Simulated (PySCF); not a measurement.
**[Eu(O2)2]−: how settings move a single point**

Aim: repeat the single point on relaxed [Eu(O2)2]− with altered settings, some of them bad on purpose. It is a constructed species; whether it can be made isn't addressed.

The runs use PySCF 2.14.0; BP86, Eu lcecp-1-SVP with ECP52, O def2-SVP; scalar-relativistic core potentials, no spin–orbit coupling.

2 further runs of the same task are left out: 1 for a known fault of the program, 1 that didn't finish.

## 1. The system as given

5 atoms, charge -1, spin multiplicity 1.

Bond lengths: Eu1–O2 2.182 Å, Eu1–O3 2.182 Å, Eu1–O4 2.182 Å, Eu1–O5 2.182 Å. Angles: O2–Eu1–O3 40.8°, O2–Eu1–O4 151.5°, O2–Eu1–O5 151.5°, O3–Eu1–O4 151.5°, O3–Eu1–O5 151.5°, O4–Eu1–O5 40.8°.

As a file:

```
atom     x (Å)     y (Å)     z (Å)
 Eu1   0.00000   0.00000   0.00000
  O2   0.53766   0.53766   2.04472
  O3  -0.53766  -0.53766   2.04472
  O4   0.53766  -0.53766  -2.04472
  O5  -0.53766   0.53766  -2.04472
```

Formal oxidation states: Eu +3. Each metal's 6 4f electrons lie in its core potential, so multiplicities, spins and levels count the valence alone. An earlier session relaxed this geometry at BP86, Eu lcecp-1-SVP with ECP52, O def2-SVP (singlet, point group D2d).

The sound run used a (50, 194) grid (finer on f atoms), a threshold of 1e-8 and at most 55 cycles, and ended at -336.037112 Eh.

## 2. Try 1

File run.py (the lines that set the calculation):

```python
mol = gto.M(atom='''
Eu     0.00000     0.00000     0.00000
O      0.53766     0.53766     2.04472
O     -0.53766    -0.53766     2.04472
O      0.53766    -0.53766    -2.04472
O     -0.53766     0.53766    -2.04472''',
    basis={'Eu': 'lcecp-1-SVP', 'O': 'def2-SVP'},
    ecp={'Eu': 'lcecp-1-SVP'},
    charge=-1, spin=0)
mf = dft.RKS(mol, xc='B88,P86')
mf.grids.atom_grid = (50, 194)  # f atoms: unpruned, at least (60, 302)
mf = mf.density_fit()  # fitting sets: Eu AutoAux, O def2-universal-JKFIT
mf.conv_tol = 1e-06; mf.max_cycle = 55
mf.kernel(dm0)  # dm0: free metal ions and neutral atoms
```

The run is started by

```
> OMP_NUM_THREADS=2 python run.py
```

The program printed:

```text
init E= -345.784033691418
  HOMO = 0.0972862430619287  LUMO = 0.130175246286026  gap/eV = 0.89496
cycle= 1 E= -333.270544827476  delta_E= 12.5  |g|= 3.29  |ddm|= 4.14
  HOMO = -0.387524412642254  LUMO = -0.339204114000273  gap/eV = 1.31486
cycle= 2 E= -319.812901769781  delta_E= 13.5  |g|= 6.38  |ddm|= 7.06
  HOMO = -0.0943324257926764  LUMO = 0.0233042113260365  gap/eV = 3.20106
cycle= 3 E= -335.975932747788  delta_E= -16.2  |g|= 0.433  |ddm|= 5.73
  HOMO = 0.0656408603295626  LUMO = 0.110426900970481  gap/eV = 1.21869
cycle= 4 E= -336.016028553248  delta_E= -0.0401  |g|= 0.26  |ddm|= 1.23
  HOMO = 0.0420923786472716  LUMO = 0.0792140038177251  gap/eV = 1.01013
cycle= 5 E= -336.032942601963  delta_E= -0.0169  |g|= 0.122  |ddm|= 0.534
  HOMO = 0.0407015347098282  LUMO = 0.0800012762554694  gap/eV = 1.06940
cycle= 6 E= -336.036349420775  delta_E= -0.00341  |g|= 0.0533  |ddm|= 0.0817
  HOMO = 0.0379963410053039  LUMO = 0.0793401171803723  gap/eV = 1.12502
cycle= 7 E= -336.037003444064  delta_E= -0.000654  |g|= 0.02  |ddm|= 0.0341
  HOMO = 0.0363485698877933  LUMO = 0.0792399459055346  gap/eV = 1.16713
cycle= 8 E= -336.037111747373  delta_E= -0.000108  |g|= 0.00132  |ddm|= 0.0196
  HOMO = 0.0365932305728017  LUMO = 0.079514490387119  gap/eV = 1.16795
cycle= 9 E= -336.03711220792  delta_E= -4.61e-07  |g|= 0.000213  |ddm|= 0.00177
  HOMO = 0.0366636951667207  LUMO = 0.0795636865396148  gap/eV = 1.16737
Extra cycle  E= -336.037112203921  delta_E= 4e-09  |g|= 0.000258  |ddm|= 0.000419
converged SCF energy = -336.037112203921
```

Wall time 4.5 s (2 threads of AMD EPYC 7R43 (Zen 3), shared host).

Changed: the SCF threshold (1e-06). It converges in 9 cycles, at the sound run's energy within 0.001 eV, with a largest force component of 0.00 eV/Å. The result survives the change.

## 3. Try 2

run.py (the lines that set the calculation): that of step 2 with these lines changed.

```diff
@@ -10,5 +10,5 @@
 mf = dft.RKS(mol, xc='B88,P86')
-mf.grids.atom_grid = (50, 194)  # f atoms: unpruned, at least (60, 302)
+mf.grids.atom_grid = (40, 110)  # f atoms: unpruned
 mf = mf.density_fit()  # fitting sets: Eu AutoAux, O def2-universal-JKFIT
-mf.conv_tol = 1e-06; mf.max_cycle = 55
+mf.conv_tol = 1e-08; mf.max_cycle = 55
 mf.kernel(dm0)  # dm0: free metal ions and neutral atoms
```

The run is started by

```
> OMP_NUM_THREADS=2 python run.py
```

The program printed:

```text
init E= -345.783996087597
  HOMO = 0.0973109863812919  LUMO = 0.130107936731267  gap/eV = 0.89245
cycle= 1 E= -333.269264342401  delta_E= 12.5  |g|= 3.29  |ddm|= 4.14
  HOMO = -0.387453812880239  LUMO = -0.339039880231543  gap/eV = 1.31741
cycle= 2 E= -319.810630215567  delta_E= 13.5  |g|= 6.38  |ddm|= 7.06
  HOMO = -0.0941668098062215  LUMO = 0.0233216101020407  gap/eV = 3.19702
cycle= 3 E= -335.975526227096  delta_E= -16.2  |g|= 0.433  |ddm|= 5.73
  HOMO = 0.0656758120873598  LUMO = 0.110370552790453  gap/eV = 1.21621
cycle= 4 E= -336.015588005055  delta_E= -0.0401  |g|= 0.26  |ddm|= 1.23
  HOMO = 0.0421552366227131  LUMO = 0.0792121778058892  gap/eV = 1.00837
cycle= 5 E= -336.032460233274  delta_E= -0.0169  |g|= 0.122  |ddm|= 0.534
  HOMO = 0.0407701941240046  LUMO = 0.0800224594102339  gap/eV = 1.06811
cycle= 6 E= -336.03587354743  delta_E= -0.00341  |g|= 0.0533  |ddm|= 0.0817
  HOMO = 0.0380688489573155  LUMO = 0.0793675529253051  gap/eV = 1.12379
cycle= 7 E= -336.03652760597  delta_E= -0.000654  |g|= 0.0199  |ddm|= 0.0341
  HOMO = 0.0364289951983945  LUMO = 0.0792714965418142  gap/eV = 1.16580
cycle= 8 E= -336.036635322977  delta_E= -0.000108  |g|= 0.00131  |ddm|= 0.0195
  HOMO = 0.0366725000860217  LUMO = 0.0795455057196364  gap/eV = 1.16663
cycle= 9 E= -336.036635783197  delta_E= -4.6e-07  |g|= 0.000213  |ddm|= 0.00177
  HOMO = 0.0367130970898834  LUMO = 0.0795881799243219  gap/eV = 1.16669
cycle= 10 E= -336.036635789411  delta_E= -6.21e-09  |g|= 0.000114  |ddm|= 0.000301
  HOMO = 0.0367209449179733  LUMO = 0.0795891428134645  gap/eV = 1.16650
cycle= 11 E= -336.036635793124  delta_E= -3.71e-09  |g|= 1.62e-06  |ddm|= 0.000129
  HOMO = 0.0367206298701703  LUMO = 0.0795892137100331  gap/eV = 1.16651
Extra cycle  E= -336.036635793119  delta_E= 4.43e-12  |g|= 3.5e-06  |ddm|= 5.58e-06
converged SCF energy = -336.036635793119
```

Run time: 4.2 s. Hardware: 2 threads of AMD EPYC 7R43 (Zen 3), shared host.

Changed: the integration grid, to (40, 110). It converges in 11 cycles, +0.013 eV from the sound run, with a largest force component of 0.08 eV/Å. The setting is unsound, so these numbers aren't the compound's.

## 4. Try 3

File run.py (the lines that set the calculation):

```python
mol = gto.M(atom='''
Eu     0.00000     0.00000     0.00000
O      0.53766     0.53766     2.04472
O     -0.53766    -0.53766     2.04472
O      0.12323    -0.12323    -0.46864
O     -0.53766     0.53766    -2.04472''',
    basis={'Eu': 'lcecp-1-SVP', 'O': 'def2-SVP'},
    ecp={'Eu': 'lcecp-1-SVP'},
    charge=-1, spin=0)
mf = dft.RKS(mol, xc='B88,P86')
mf.grids.atom_grid = (50, 194)  # f atoms: unpruned, at least (60, 302)
mf = mf.density_fit()  # fitting sets: Eu AutoAux, O def2-universal-JKFIT
mf.conv_tol = 1e-08; mf.max_cycle = 71
mf.kernel(dm0)  # dm0: free metal ions and neutral atoms
```

The run is started by

```
> OMP_NUM_THREADS=2 python run.py
```

The program printed:

```text
init E= -314.101244830902
  HOMO = 0.0935139390498873  LUMO = 0.129950000820202  gap/eV = 0.99148
cycle= 1 E= -303.24250332186  delta_E= 10.9  |g|= 3.68  |ddm|= 11.6
  HOMO = -0.05780544943295  LUMO = -0.0557304531209918  gap/eV = 0.05646
cycle= 2 E= -275.402122019614  delta_E= 27.8  |g|= 9.45  |ddm|= 13.7
  HOMO = -0.42321642603969  LUMO = -0.173411104061699  gap/eV = 6.79755
cycle= 3 E= -300.249041839205  delta_E= -24.8  |g|= 4.87  |ddm|= 8.28
  HOMO = -0.0414711879607324  LUMO = 0.0133523314810198  gap/eV = 1.49182
cycle= 4 E= -297.266094232587  delta_E= 2.98  |g|= 4.06  |ddm|= 10.1
  HOMO = -0.0325521692056551  LUMO = 0.076011724587481  gap/eV = 2.95417
cycle= 5 E= -306.502304672877  delta_E= -9.24  |g|= 1.84  |ddm|= 5.27
  HOMO = 0.0373051696818259  LUMO = 0.0625468748517181  gap/eV = 0.68686
cycle= 6 E= -307.032391408542  delta_E= -0.53  |g|= 1.21  |ddm|= 2.11
  HOMO = -0.00977855346818255  LUMO = 0.0567842091253353  gap/eV = 1.81127
cycle= 7 E= -307.186180607698  delta_E= -0.154  |g|= 0.989  |ddm|= 1.23
  HOMO = -0.00205130582465396  LUMO = 0.0434677067011121  gap/eV = 1.23864
cycle= 8 E= -307.400619891386  delta_E= -0.214  |g|= 0.434  |ddm|= 1.25
  HOMO = 0.0105629503340204  LUMO = 0.0355346621117303  gap/eV = 0.67951
cycle= 9 E= -307.439557521205  delta_E= -0.0389  |g|= 0.241  |ddm|=    1
  HOMO = 0.0183917342447006  LUMO = 0.0438568538067133  gap/eV = 0.69294
cycle= 10 E= -307.448877401011  delta_E= -0.00932  |g|= 0.161  |ddm|= 0.743
  HOMO = 0.0169162516285673  LUMO = 0.0380993506258207  gap/eV = 0.57642
cycle= 11 E= -307.457181734727  delta_E= -0.0083  |g|= 0.025  |ddm|= 0.277
  HOMO = 0.0166811962148499  LUMO = 0.0382267200255579  gap/eV = 0.58628
cycle= 12 E= -307.457322283338  delta_E= -0.000141  |g|= 0.00732  |ddm|= 0.0466
  HOMO = 0.0168072457821055  LUMO = 0.0384090714266585  gap/eV = 0.58782
cycle= 13 E= -307.457306384384  delta_E= 1.59e-05  |g|= 0.011  |ddm|= 0.0147
  HOMO = 0.0168362033873651  LUMO = 0.0383300640651634  gap/eV = 0.58488
cycle= 14 E= -307.457307629536  delta_E= -1.25e-06  |g|= 0.0105  |ddm|= 0.00542
  HOMO = 0.016792248956236  LUMO = 0.038348424939211  gap/eV = 0.58657
cycle= 15 E= -307.457323382808  delta_E= -1.58e-05  |g|= 0.00707  |ddm|= 0.00493
  HOMO = 0.0165328588968581  LUMO = 0.0384505401477652  gap/eV = 0.59641
cycle= 16 E= -307.457337030299  delta_E= -1.36e-05  |g|= 0.00151  |ddm|= 0.00802
  HOMO = 0.0166220697303592  LUMO = 0.0384703726931249  gap/eV = 0.59452
cycle= 17 E= -307.457337683963  delta_E= -6.54e-07  |g|= 0.000321  |ddm|= 0.00498
  HOMO = 0.016617881963999  LUMO = 0.0384741308560278  gap/eV = 0.59474
cycle= 18 E= -307.457337710647  delta_E= -2.67e-08  |g|= 0.000121  |ddm|= 0.000535
  HOMO = 0.0166159852124511  LUMO = 0.0384770707144209  gap/eV = 0.59487
cycle= 19 E= -307.457337714967  delta_E= -4.32e-09  |g|= 1.87e-05  |ddm|= 0.00014
  HOMO = 0.0166103447614529  LUMO = 0.0384790391628464  gap/eV = 0.59508
Extra cycle  E= -307.457337707913  delta_E= 7.05e-09  |g|= 0.000157  |ddm|= 0.000208
converged SCF energy = -307.457337707913
```

It took 6.7 s on 2 threads of AMD EPYC 7R43 (Zen 3), shared host.

Changed: one atom's place (atom 4 put 0.5 Å from the metal); the cycle limit is 71. It converges in 19 cycles, +777.695 eV from the sound run, with a largest force component of 3750.19 eV/Å. The setting is unsound, so these numbers aren't the compound's.

## 5. Try 4

run.py (the lines that set the calculation): that of step 4 with these lines changed.

```diff
@@ -4,3 +4,3 @@
 O     -0.53766    -0.53766     2.04472
-O      0.12323    -0.12323    -0.46864
+O      0.53766    -0.53766    -2.04472
 O     -0.53766     0.53766    -2.04472''',
@@ -12,3 +12,3 @@
 mf = mf.density_fit()  # fitting sets: Eu AutoAux, O def2-universal-JKFIT
-mf.conv_tol = 1e-08; mf.max_cycle = 71
-mf.kernel(dm0)  # dm0: free metal ions and neutral atoms
+mf.conv_tol = 1e-08; mf.max_cycle = 55
+mf.kernel(dm0)  # dm0: smeared density
```

The run is started by

```
> OMP_NUM_THREADS=2 python run.py
```

The program printed:

```text
init E= -335.927047657919
  HOMO = -0.0149371240468342  LUMO = 0.0569948370237974  gap/eV = 1.95737
cycle= 1 E= -336.007503921083  delta_E= -0.0805  |g|= 0.335  |ddm|= 0.77
  HOMO = 0.0773080027103004  LUMO = 0.101200243389355  gap/eV = 0.65014
cycle= 2 E= -334.772749430034  delta_E= 1.23  |g|= 2.05  |ddm|= 3.01
  HOMO = 0.0296709873179519  LUMO = 0.0837017722970224  gap/eV = 1.47025
cycle= 3 E= -336.034761046838  delta_E= -1.26  |g|= 0.0779  |ddm|= 2.93
  HOMO = 0.0350667989953652  LUMO = 0.0783098459017566  gap/eV = 1.17670
cycle= 4 E= -336.036895588382  delta_E= -0.00213  |g|= 0.0252  |ddm|= 0.144
  HOMO = 0.0379685219445203  LUMO = 0.0801757609003033  gap/eV = 1.14852
cycle= 5 E= -336.037091210356  delta_E= -0.000196  |g|= 0.00927  |ddm|= 0.0386
  HOMO = 0.036942418165945  LUMO = 0.0797205878335276  gap/eV = 1.16405
cycle= 6 E= -336.037111289554  delta_E= -2.01e-05  |g|= 0.00198  |ddm|= 0.00729
  HOMO = 0.0366973804843739  LUMO = 0.0795890940081563  gap/eV = 1.16714
cycle= 7 E= -336.037112018234  delta_E= -7.29e-07  |g|= 0.000885  |ddm|= 0.00174
  HOMO = 0.0366741496889999  LUMO = 0.0795759730806793  gap/eV = 1.16742
cycle= 8 E= -336.037112194542  delta_E= -1.76e-07  |g|= 0.00031  |ddm|= 0.000934
  HOMO = 0.0366461421905188  LUMO = 0.0795596335725719  gap/eV = 1.16774
cycle= 9 E= -336.037112217263  delta_E= -2.27e-08  |g|= 4.91e-05  |ddm|= 0.000251
  HOMO = 0.0366425690795147  LUMO = 0.0795584010900185  gap/eV = 1.16780
cycle= 10 E= -336.037112217892  delta_E= -6.29e-10  |g|= 8.38e-06  |ddm|= 4.6e-05
  HOMO = 0.0366403377815037  LUMO = 0.0795584403068652  gap/eV = 1.16786
Extra cycle  E= -336.03711221775  delta_E= 1.42e-10  |g|= 2.54e-05  |ddm|= 3.1e-05
converged SCF energy = -336.03711221775
```

It took 4.6 s on 2 threads of AMD EPYC 7R43 (Zen 3), shared host.

Changed: the starting guess (smeared density). It converges in 10 cycles, at the sound run's energy within 0.001 eV, with a largest force component of 0.00 eV/Å. The result survives the change.

## 6. Try 5

File run.py (the lines that set the calculation):

```python
mol = gto.M(atom='''
Eu     0.00000     0.00000     0.00000
O      0.50540     0.50540     1.92203
O     -0.50540    -0.50540     1.92203
O      0.50540    -0.50540    -1.92203
O     -0.50540     0.50540    -1.92203''',
    basis={'Eu': 'lcecp-1-SVP', 'O': 'def2-SVP'},
    ecp={'Eu': 'lcecp-1-SVP'},
    charge=-1, spin=0)
mf = dft.RKS(mol, xc='B88,P86')
mf.grids.atom_grid = (50, 194)  # f atoms: unpruned, at least (60, 302)
mf = mf.density_fit()  # fitting sets: Eu AutoAux, O def2-universal-JKFIT
mf.conv_tol = 1e-08; mf.max_cycle = 55
mf.kernel(dm0)  # dm0: free metal ions and neutral atoms
```

The run is started by

```
> OMP_NUM_THREADS=2 python run.py
```

The program printed:

```text
init E= -346.13218496424
  HOMO = 0.104410255135152  LUMO = 0.148031989304686  gap/eV = 1.18701
cycle= 1 E= -333.730753596985  delta_E= 12.4  |g|= 3.02  |ddm|= 4.24
  HOMO = -0.429977169431223  LUMO = -0.41799284658259  gap/eV = 0.32611
cycle= 2 E= -321.028207660796  delta_E= 12.7  |g|= 6.41  |ddm|= 6.98
  HOMO = -0.111925702725465  LUMO = 0.0261207364527827  gap/eV = 3.75643
cycle= 3 E= -335.927217894922  delta_E= -14.9  |g|= 0.54  |ddm|= 5.66
  HOMO = 0.0627366598582445  LUMO = 0.121540002602831  gap/eV = 1.60012
cycle= 4 E= -335.978159908827  delta_E= -0.0509  |g|= 0.316  |ddm|= 1.29
  HOMO = 0.0465766908602772  LUMO = 0.0960934137555043  gap/eV = 1.34742
cycle= 5 E= -336.008783024478  delta_E= -0.0306  |g|= 0.0402  |ddm|= 0.545
  HOMO = 0.048214889297711  LUMO = 0.0956194800681942  gap/eV = 1.28994
cycle= 6 E= -336.009165219924  delta_E= -0.000382  |g|= 0.0111  |ddm|= 0.0453
  HOMO = 0.0478077386411036  LUMO = 0.0950313634273243  gap/eV = 1.28502
cycle= 7 E= -336.009186683151  delta_E= -2.15e-05  |g|= 0.00508  |ddm|= 0.00901
  HOMO = 0.0472053189137141  LUMO = 0.0946275364861506  gap/eV = 1.29042
cycle= 8 E= -336.009191462167  delta_E= -4.78e-06  |g|= 0.00212  |ddm|= 0.00257
  HOMO = 0.047038397986043  LUMO = 0.0945781300488697  gap/eV = 1.29362
cycle= 9 E= -336.009192550118  delta_E= -1.09e-06  |g|= 0.0004  |ddm|= 0.00168
  HOMO = 0.047012480882488  LUMO = 0.0945815314029019  gap/eV = 1.29442
cycle= 10 E= -336.009192592285  delta_E= -4.22e-08  |g|= 3.73e-05  |ddm|= 0.000475
  HOMO = 0.0470150242093568  LUMO = 0.0945819226733349  gap/eV = 1.29436
cycle= 11 E= -336.009192592681  delta_E= -3.96e-10  |g|= 2.07e-06  |ddm|= 4.69e-05
  HOMO = 0.0470145543659963  LUMO = 0.0945820076124377  gap/eV = 1.29438
Extra cycle  E= -336.009192592672  delta_E= 8.41e-12  |g|= 5.62e-06  |ddm|= 7.54e-06
converged SCF energy = -336.009192592672
```

It took 5.1 s on 2 threads of AMD EPYC 7R43 (Zen 3), shared host.

Changed: the scale of all coordinates (0.94). It converges in 11 cycles, +0.760 eV from the sound run, with a largest force component of 2.36 eV/Å. The setting is unsound, so these numbers aren't the compound's.

## 7. Results

| run | changed | ending | energy change (eV) | cycles | time | usable |
| --- | --- | --- | --- | --- | --- | --- |
| 1 | the SCF threshold | converged | 0.000 | 9 | 4.5 s | yes |
| 2 | the integration grid | converged | +0.013 | 11 | 4.2 s | no |
| 3 | one atom's place | converged | +777.695 | 19 | 6.7 s | no |
| 4 | the starting guess | converged | 0.000 | 10 | 4.6 s | yes |
| 5 | the scale of all coordinates | converged | +0.760 | 11 | 5.1 s | no |

2 of 5 altered runs give a usable result. 3 ended normally with numbers unfit to quote.
